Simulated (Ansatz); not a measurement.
Write a Python script for the Ansatz DFT code, driven from Python that makes a single point of BaSbPt, space group P-6m2. Level of theory: PBEsol, PAW, cutoff 450 eV, 7×7×5 k-points, Fermi-Dirac smearing of 0.1 eV.

The script reads `basbpt.vasp`:
```text
BaSbPt
1.0
   4.56799762    0.00000000    0.00000000
  -2.28399881    3.95600198    0.00000000
   0.00000000    0.00000000    4.98640666
Ba Sb Pt
1 1 1
Direct
   0.00000000    0.00000000    0.00000000
   0.66666667    0.33333333    0.50000000
   0.33333333    0.66666667    0.50000000
```

`scf_basbpt.py`:
```python
"""Single point of BaSbPt."""

from collections import Counter

import ansatz
from ase.io import read
import pandas as pd
from pymatgen.core import Structure

XC = "pbesol"
ECUT = 450
MESH = (7, 7, 5)
FILLING = "Fermi-Dirac"
SIGMA = 0.1
MAX_SCF = 70


def main() -> None:
    atoms = read("basbpt.vasp", format="vasp")
    system = ansatz.Crystal.from_ase(atoms)

    # settings of the run
    calc = (
        system.calculation()
        .functional(XC)
        .basis(ECUT)
        .kpoints(*MESH)
        .occupations(FILLING, width=SIGMA)
        .scf(max_iterations=MAX_SCF)
        .compute(bader_charges=True, forces=True)
        .cutoff_correction(756)
    )
    res = calc.run(threads=1, pin="off")
    report = res.report

    for key in ("converged", "n_iterations", "n_electrons", "n_kpoints", "n_pw", "n_symmetry_ops", "free_energy_ev", "fermi_energy_ev"):
        print(f"{key:18s} {report[key]}")

    # estimate of what a larger basis would gain, without a second SCF
    estimate = report.get("cutoff_correction")
    if estimate:
        print("towards {} eV the energy would change by {:.2f} meV/atom".format(estimate["reference_ecutwfc_ev"], 1000 * estimate["energy_ev"] / len(res.lattice.sites)))

    basins = res.bader_charges()
    frame = pd.DataFrame([(a.symbol, a.partial_charge_e, a.basin.volume_ang3) for a in basins.atoms], columns=["atom", "charge (e)", "volume (A^3)"])
    print(frame.round(3).to_string())
    print("sum of charges", round(frame["charge (e)"].sum(), 4), " sum of volumes", round(frame["volume (A^3)"].sum(), 3))

    final = Structure(res.lattice.cell_ang, [s.symbol for s in res.lattice.sites], [s.position_frac for s in res.lattice.sites])
    # shortest distances, periodic images included
    shortest = {}
    for site, neighbours in zip(final, final.get_all_neighbors(5.0)):
        for other in neighbours:
            pair = "-".join(sorted((site.specie.symbol, other.specie.symbol)))
            shortest[pair] = min(shortest.get(pair, 9e9), other.nn_distance)
    for pair, distance in sorted(shortest.items(), key=lambda item: item[1]):
        print(f"shortest {pair:6s} {distance:.4f} A")

    if res.unlabelled_reasons:
        print("not a label:", res.unlabelled_reasons)
    else:
        print(res.training_frame().splitlines()[0], "atoms in the frame")


if __name__ == "__main__":
    main()
```

`python scf_basbpt.py` gives:
```text
converged          True
n_iterations       8
n_electrons        43.0
n_kpoints          24
n_pw               1931
n_symmetry_ops     12
free_energy_ev     -24657.298447267487
fermi_energy_ev    10.813434137618383
towards 756.0 eV the energy would change by -0.76 meV/atom
  atom  charge (e)  volume (A^3)
0   Ba       1.276        28.314
1   Sb      -0.184        30.546
2   Pt      -1.092        31.249
sum of charges 0.0  sum of volumes 90.109
shortest Pt-Sb  2.6373 A
shortest Ba-Pt  3.6293 A
shortest Ba-Sb  3.6293 A
shortest Sb-Sb  4.5680 A
shortest Ba-Ba  4.5680 A
shortest Pt-Pt  4.5680 A
3 atoms in the frame
```

Notes:
- Total energies depend on the potentials; only differences at equal settings carry meaning.
- The mesh is modest for a metal, so energies can be off by several to tens of meV an atom and pressures by half a GPa or more; differences at equal mesh fare better.
- An absolute Fermi energy rests on an arbitrary zero of the periodic potential and has no direct meaning.
- Bader volumes count only the part of each basin above a small density, so their sum can fall short of the cell.
- Spin-orbit coupling, which matters for elements this heavy, is left out.
- This cell is a computed structure, which may not be the phase found in nature.
- Timing: 34 s on 1 thread of Arm Neoverse V1, on a shared host, peak memory 0.51 GiB.

(Lines on the test bed's own set-up are left out of the output.)
